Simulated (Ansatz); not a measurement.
# H₃ (doublet): the correlation ladder at distance H1–H2 along a hydrogen transfer = 1.141 Å, cc-pVQZ

One table from this session's results is given with a row withheld; the runs are named, their logs left out.

Program: Ansatz 0.2.0, Gaussian basis. Level of theory: cc-pVQZ, core rule «outside noble gas», up to 0 orbitals frozen. These are calculated values, not measurements.

To be run: UHF; CCSD(T) on ROHF; CCSD(T) on UHF; BCCD(T) on ROHF; CISD; CCSDT on ROHF; CCSDT on UHF; CASSCF and NEVPT2, 3 electrons in 3 orbitals; Full CI.

4 further runs of the same task are left out: 4 that didn't finish.

## What is computed

The geometry derives from fragments relaxed apart (PBE0/def2-TZVP) and kept rigid, so it is no stationary point. A hydrogen atom is moved between rigid fragments.

3 atoms, charge 0, spin multiplicity 2.

Atoms are counted from 1 here; the program's logs count them from 0.

Bond lengths: H2–H3 0.745 Å.

Set-up of the first run:

Contents of in.yaml:

```yaml
crystal:
  periodic: [false, false, false]
  atoms:
    - {symbol: H, position_ang: [0.000000, 0.000000, -1.009000]}
    - {symbol: H, position_ang: [0.000000, 0.000000, 0.132000]}
    - {symbol: H, position_ang: [0.000000, 0.000000, 0.877000]}
basis:
  gaussian: {orbitals: cc-pVQZ}
magnetization: {spin_polarized: true, initial_magnetization: 1}
hamiltonian: {xc: hf}
output: {orbitals: {seedname: orbitals}}
```

Launch:

```
ansatz run in.yaml --threads 1 --pin off --events-out ev --progress --plain --max-ram 2393MiB
```

Steps of the session up to this table: UHF; CCSD(T) on ROHF; CCSD(T) on UHF; BCCD(T) on ROHF; CISD; CCSDT on ROHF; CCSDT on UHF; CASSCF and NEVPT2, 3 electrons in 3 orbitals; Full CI.

One table of the session follows, with a row left open; its other results are not shown here.

| method | from FCI (meV) |
| --- | --- |
| ROHF | +1436.8 |
| UHF | +1332.8 |
| RMP2 | +286.4 |
| UMP2 | +272.0 |
| CISD | +12.0 |
| RCCSD | +13.8 |
| UCCSD | +12.4 |
| RCCSD(T) | +2.5 |
| UCCSD(T) | +2.4 |
| BCCD(T) | +2.3 |
| RCCSDT | 0.0 |
| UCCSDT | 0.0 |
| CASSCF valence | +874.2 |
| NEVPT2 valence | ? |
| FCI | 0 |

**Question.** Estimate the row for NEVPT2 valence.

**Answer.** from FCI (meV): +230.2. In the column «from FCI (meV)» it lies between RCCSD (+13.8) and UMP2 (+272.0).

Caveats from the session: Restricted and unrestricted rows rest on different reference determinants; where their highest levels disagree by more than a few hundredths of an eV, they describe different states and don't form one ladder.
